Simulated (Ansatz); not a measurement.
## Cs3InF6, space group Fm-3m: a single point from an input typed as a dict

Run with the Ansatz DFT code, driven from Python.

Script `deck_cs3inf6.py`:
```python
# -*- coding: utf-8 -*-
import warnings

import ansatz


def main():
    warnings.simplefilter("ignore", ansatz.DeckWarning)

    deck = {
        "crystal": {
            "lattice": [
                [0.0, 4.858825, 4.858825],
                [4.858825, 0.0, 4.858825],
                [4.858825, 4.858825, 0.0],
            ],
            "atoms": [
                {"symbol": "Cs", "position": [0.75, 0.75, 0.75]},
                {"symbol": "Cs", "position": [0.25, 0.25, 0.25]},
                {"symbol": "Cs", "position": [0.5, 0.5, 0.5]},
                {"symbol": "In", "position": [0.0, 0.0, 0.0]},
                {"symbol": "F", "position": [0.785913, 0.214087, 0.214087]},
                {"symbol": "F", "position": [0.214087, 0.214087, 0.785913]},
                {"symbol": "F", "position": [0.214087, 0.785913, 0.785913]},
                {"symbol": "F", "position": [0.214087, 0.785913, 0.214087]},
                {"symbol": "F", "position": [0.785913, 0.214087, 0.785913]},
                {"symbol": "F", "position": [0.785913, 0.785913, 0.214087]},
            ],
        },
        "kpoints": {"mp_grid": {"grid": [3, 3, 3]}},
        "hamiltonian": {"xc": "lda", "dispersion": "d4"},
        "scf": {"occupations": {"method": "fixed"}},
        "basis": {"ecutwfc": 420},
        "output": {"stress": True, "eigenvalues": True},
    }

    planned = ansatz.Session.from_dict(deck).plan(threads=1, pin="off")
    result = planned.execute()
    summary = result.report

    print(f"free energy      {summary['free_energy_ev']:.5f} eV")
    print(f"per atom         {summary['free_energy_ev'] / len(result.lattice.sites):.5f} eV")
    print(f"SCF iterations   {summary['n_iterations']}  (converged: {summary['converged']})")

    print("band  energy (eV)  occupation (first spin channel), at k =", summary["kpoints_frac"][0])
    for band, (e, occ) in enumerate(zip(summary["eigenvalues_ev"][0], summary["occupations"][0]), start=1):
        print(f"{band:4d} {e:12.4f} {occ:9.4f}")


if __name__ == "__main__":
    main()
```

```console
$ python deck_cs3inf6.py
free energy      -26745.67935 eV
per atom         -2674.56794 eV
SCF iterations   7  (converged: True)
band  energy (eV)  occupation (first spin channel), at k = [0.0, 0.0, 0.0]
   1     -17.8671    2.0000
   2     -17.5102    2.0000
   3     -17.5102    2.0000
   4     -17.4550    2.0000
   5     -17.4550    2.0000
   6     -17.4550    2.0000
   7     -16.5612    2.0000
   8     -16.5481    2.0000
   9     -15.4594    2.0000
  10      -8.6444    2.0000
  11      -8.6444    2.0000
  12      -8.6444    2.0000
  13      -8.5680    2.0000
  14      -8.5680    2.0000
  15      -3.5225    2.0000
  16      -3.5225    2.0000
  17      -3.5225    2.0000
  18      -3.4714    2.0000
  19      -3.4714    2.0000
  20      -3.4714    2.0000
  21      -2.6607    2.0000
  22      -2.6607    2.0000
  23      -2.6607    2.0000
  24      -2.1093    2.0000
  25       0.2402    2.0000
  26       0.2402    2.0000
  27       0.2402    2.0000
  28       0.7150    2.0000
  29       0.7150    2.0000
  30       0.7150    2.0000
  31       0.9555    2.0000
  32       0.9555    2.0000
  33       0.9555    2.0000
  34       1.0631    2.0000
  35       1.0631    2.0000
  36       1.0631    2.0000
  37       1.1160    2.0000
  38       1.1160    2.0000
  39       1.3489    2.0000
  40       1.3489    2.0000
  41       1.3489    2.0000
  42       6.7571    0.0000
  43       8.9948    0.0000
  44       8.9948    0.0000
  45       9.7895    0.0000
  46       9.7895    0.0000
  47       9.7895    0.0000
  48      10.2261    0.0000
```

The settings weren't tested for convergence. The dispersion term runs with damping parameters of another functional. The structure comes from a database of computed cells and needn't be a stable or known phase. Gaps and levels are Kohn-Sham values on a finite set of k-points, without spin-orbit coupling. The script silences the warnings on its input, which a real study should read. Run time: 2.2 s on 1 thread of Intel(R) Xeon(R) 6975P-C (Granite Rapids), with other jobs on the host, peak memory 0.51 GiB.

(Lines on the test bed's own set-up are left out of the output.)
